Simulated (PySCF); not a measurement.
**HfOCl: doublet, from a bent start**

The task is one start of a wider search on HfOCl: the doublet, from a bent start. It is relaxed, tested by its Hessian and followed downhill if it is a saddle.

The runs use PySCF 2.14.0; PBE0, basis Hf def2-TZVP with ECP60, O def2-TZVP, Cl def2-TZVP, scalar-relativistic core potentials, no spin–orbit coupling, density fitting.

## Step 1: The starting structure

3 atoms, charge 0, spin multiplicity 2.

Bond lengths: Hf1–O2 1.850 Å, Hf1–Cl3 2.510 Å. Angles: O2–Hf1–Cl3 110.0°.

Coordinates in bohr (charge 0 multiplicity 2):
```
Hf    0.0000    0.0000    0.0000
O    -2.8637    0.0000    2.0052
Cl    3.8855    0.0000    2.7206
```

## Step 2: The SCF at the typed geometry

One driver script runs all steps and calls PySCF; scf.py shows how it sets up the SCF of each step. The optimiser is the driver's own. After this first run the driver tries any further starts and a stability analysis.

scf.py

```python
from pyscf import gto, scf, dft
mol = gto.M(atom='''
Hf     0.000000     0.000000     0.000000
O     -1.515400     0.000000     1.061100
Cl     2.056100     0.000000     1.439700''',
    basis={'Hf': 'def2-TZVP', 'O': 'def2-TZVP', 'Cl': 'def2-TZVP'},
    ecp={'Hf': 'def2-TZVP'},
    charge=0, spin=1)
mf = dft.UKS(mol, xc='PBE0')
mf.grids.atom_grid = (50, 194)
aux = {'Hf': 'def2-universal-JKFIT', 'O': 'def2-universal-JKFIT', 'Cl': 'def2-universal-JKFIT'}
mf = mf.density_fit(auxbasis=aux)
mf.conv_tol = 1e-08
mf.diis_space = 10
mf.max_cycle = 60
mf.init_guess = 'minao'
mf.verbose = 4
mf.kernel()
```

On the command line:

```sh
$ OMP_NUM_THREADS=4 python axn.py task.json out
```

Standard output:

```text
init E= -564.823215137946
[... the frontier-level lines of each cycle are left out ...]
cycle= 1 E= -583.021000394504  delta_E= -18.2  |g|= 0.803  |ddm|= 4.21
cycle= 2 E= -576.210692465459  delta_E= 6.81  |g|= 2.76  |ddm|= 2.14
cycle= 3 E= -583.248069765604  delta_E= -7.04  |g|= 0.29  |ddm|= 2.05
cycle= 4 E= -583.287105241715  delta_E= -0.039  |g|= 0.172  |ddm|= 0.468
cycle= 5 E= -583.301530840579  delta_E= -0.0144  |g|= 0.0544  |ddm|= 0.201
cycle= 6 E= -583.302887784439  delta_E= -0.00136  |g|= 0.0221  |ddm|= 0.048
cycle= 7 E= -583.303085887946  delta_E= -0.000198  |g|= 0.0113  |ddm|= 0.0167
cycle= 8 E= -583.303150671243  delta_E= -6.48e-05  |g|= 0.00309  |ddm|= 0.0112
cycle= 9 E= -583.303161410796  delta_E= -1.07e-05  |g|= 0.000817  |ddm|= 0.0072
cycle= 10 E= -583.303163379621  delta_E= -1.97e-06  |g|= 0.000526  |ddm|= 0.00357
cycle= 11 E= -583.303164139766  delta_E= -7.6e-07  |g|= 0.00021  |ddm|= 0.00265
cycle= 12 E= -583.303164268896  delta_E= -1.29e-07  |g|= 4.62e-05  |ddm|= 0.0013
cycle= 13 E= -583.303164276421  delta_E= -7.52e-09  |g|= 2.68e-05  |ddm|= 0.000276
Extra cycle  E= -583.303164276831  delta_E= -4.1e-10  |g|= 4.55e-05  |ddm|= 7.35e-05
converged SCF energy = -583.303164276831  <S^2> = 0.75492897  2S+1 = 2.0049229
```

This step, with its further starts and checks, needed 17 s of wall time on 4 threads of Arm Neoverse V1, shared host.

Energies from each starting density:

| start | energy (Eh) |
| --- | --- |
| the minimal-basis guess | -583.303164 |
| a thermally smeared density | -583.303164 |
| a smeared PBE density | -583.303164 |

The test of internal stability and the other starts found no lower solution of this spin.

## Step 3: Relaxation: bent start, doublet

The program finds Cs symmetry in the start, which this walk keeps.

scf.py, as its differences from that of step 2:

```diff
@@ -3,3 +3,3 @@
-Hf     0.000000     0.000000     0.000000
-O     -1.515400     0.000000     1.061100
-Cl     2.056100     0.000000     1.439700''',
+Hf    -0.206404     0.000000    -0.291528
+O     -1.721804     0.000000     0.769572
+Cl     1.849696     0.000000     1.148172''',
@@ -16 +15,0 @@
-mf.init_guess = 'minao'
```

The optimiser's trace:

| step | energy (Eh) | change (kJ/mol) | largest symmetric gradient (Eh/bohr) |
| --- | --- | --- | --- |
| 0 | -583.303164 | 0.00 | 0.07591 |
| 1 | -583.318660 | -40.68 | 0.01990 |
| 2 | -583.319659 | -43.31 | 0.00510 |
| 3 | -583.319775 | -43.61 | 0.00107 |
| 4 | -583.319789 | -43.65 | 0.00073 |
| 5 | -583.319792 | -43.66 | 0.00006 |

The walk took 15 s.

Positions (Å) and forces (eV/Å) along the way:

```
step 0
Hf  -0.206   0.000  -0.292  -2.259   0.000   3.903
O   -1.722   0.000   0.770   3.714   0.000  -2.765
Cl   1.850   0.000   1.148  -1.455   0.000  -1.139
step 1
Hf  -0.217   0.000  -0.218   1.024   0.000   0.092
O   -1.660   0.000   0.730  -0.360   0.000   0.300
Cl   1.798   0.000   1.115  -0.664   0.000  -0.392
step 3
Hf  -0.192   0.000  -0.224  -0.043   0.000  -0.055
O   -1.633   0.000   0.745   0.029   0.000   0.014
Cl   1.747   0.000   1.105   0.014   0.000   0.042
step 5
Hf  -0.193   0.000  -0.232   0.003   0.000  -0.003
O   -1.624   0.000   0.751  -0.003   0.000  -0.002
Cl   1.739   0.000   1.108   0.000   0.000   0.005
```

It settles in Cs symmetry, 43.7 kJ/mol below the start, after 5 steps: Hf–Cl 2.352 Å, Hf–O 1.736 Å; Cl–Hf–O 110.8°.

## Step 4: Frequencies

On the finer grid the gradient is checked again; gradients at displacements of ±0.02 bohr then give force constants and infrared intensities.

scf.py, as its differences from that of step 3:

```diff
@@ -3,3 +3,3 @@
-Hf    -0.206404     0.000000    -0.291528
-O     -1.721804     0.000000     0.769572
-Cl     1.849696     0.000000     1.148172''',
+Hf    -0.193457     0.000000    -0.270772
+O     -1.625072     0.000000     0.711785
+Cl     1.739280     0.000000     1.068933''',
@@ -10 +10 @@
-mf.grids.atom_grid = (50, 194)
+mf.grids.atom_grid = (75, 302)
@@ -13 +13 @@
-mf.conv_tol = 1e-08
+mf.conv_tol = 1e-10
```

This SCF starts from the last density.

SCF at the final geometry:

```text
init E= -583.320043499458
[... the frontier-level lines of each cycle are left out ...]
cycle= 1 E= -583.320043499413  delta_E= 4.52e-11  |g|= 1.24e-05  |ddm|= 1.27e-05
cycle= 2 E= -583.320043499084  delta_E= 3.29e-10  |g|= 3.17e-05  |ddm|= 2.24e-05
cycle= 3 E= -583.320043499469  delta_E= -3.86e-10  |g|= 4.57e-06  |ddm|= 1.57e-05
cycle= 4 E= -583.32004349948  delta_E= -1.02e-11  |g|= 1.85e-07  |ddm|= 3.82e-06
Extra cycle  E= -583.320043499479  delta_E= 2.27e-13  |g|= 2.16e-07  |ddm|= 1.04e-06
converged SCF energy = -583.320043499479  <S^2> = 0.75312671  2S+1 = 2.0031243
```

The whole step took 52 s.

Geometry: Cs; Hf–Cl 2.352 Å, Hf–O 1.736 Å; Cl–Hf–O 110.8°.

Modes, for the most abundant isotopes:

```csv
symmetry,ω (cm⁻¹),IR (km/mol)
a',171,13.3
a',368,50.2
a',965,160
```

Every mode is real; the point is a minimum.

Constants and moments:

```yaml
Dipole_moment: 4.57 D
Highest_occupied_level: -5.91 eV
Lowest_empty_level: -3.08 eV
Rotational_constants: 0.4802, 0.09318, 0.07804 cm⁻¹
Zero-point_energy: 9.0 kJ/mol
Principal_polarisabilities: 66.8, 86.7, 90.0 bohr³
Atomisation_energy_without_zero-point_energy: 1212 kJ/mol
Principal_traceless_quadrupole_moments_about_the_centre_of_mass: -9.77, 4.34, 5.43 D Å
Entropy_at_298.15_K_and_1_bar_electronic_part_spin_only: 304.9 J/(mol K)
Heat_capacity_Cp_at_298.15_K: 49.3 J/(mol K)
Enthalpy_at_298.15_K_above_0_K: 12.52 kJ/mol
Rotational_symmetry_number: 1
Spin_squared_⟨S²⟩: 0.753
```

Charges (e) and bond orders:

```csv
atom,Mulliken,Löwdin,polar tensor,spin (Mulliken),Mayer order to Hf1
Hf1,0.89,0.30,1.41,1.08,–
O2,-0.52,-0.31,-0.87,-0.06,2.22
Cl3,-0.37,0.02,-0.54,-0.01,1.08
```

Outer orbital energies (eV). α occupied: -22.28, -10.55, -9.80, -9.53, -9.17, -9.12, -8.63, -5.91; empty: -2.61, -2.59, -1.20, -0.74. β occupied: -23.93, -22.27, -10.49, -9.78, -9.53, -9.19, -9.16, -8.64; empty: -3.08, -1.77, -1.74, -0.56.

Mulliken populations on Hf1 (outside its core potential): s 2.81, p 6.27, d 1.93, f 0.09.

## Step 5: Summary of results

```
                                          quantity                                        value
                                           minimum                                  doublet, Cs
                                          geometry  Hf–Cl 2.352 Å, Hf–O 1.736 Å; Cl–Hf–O 110.8°
                                wavenumbers (cm⁻¹)                 171 (a'), 368 (a'), 965 (a')
                                     dipole moment                                       4.57 D
highest occupied, lowest empty level (either spin)                              -5.91, -3.08 eV
                        polar-tensor charge of Hf1                                      +1.41 e
                                 zero-point energy                                   9.0 kJ/mol
                               entropy at 298.15 K                              304.9 J/(mol K)
         atomisation energy (no zero-point energy)                                  1212 kJ/mol
                                              ⟨S²⟩                                        0.753
```

What this shows: The bent start keeps its Cs symmetry and ends in a minimum. The strongest infrared band lies at 965 cm⁻¹ (a', stretch). Most of the spin sits on Hf1 (Mulliken spin 1.08, against 1 for the whole molecule). Only this shape and spin were tried, so other structures or states may lie lower. One determinant may miss the lowest occupation of an open d or f shell. With an element this heavy the missing spin–orbit coupling can shift these numbers.

The search up to here took 84 s.
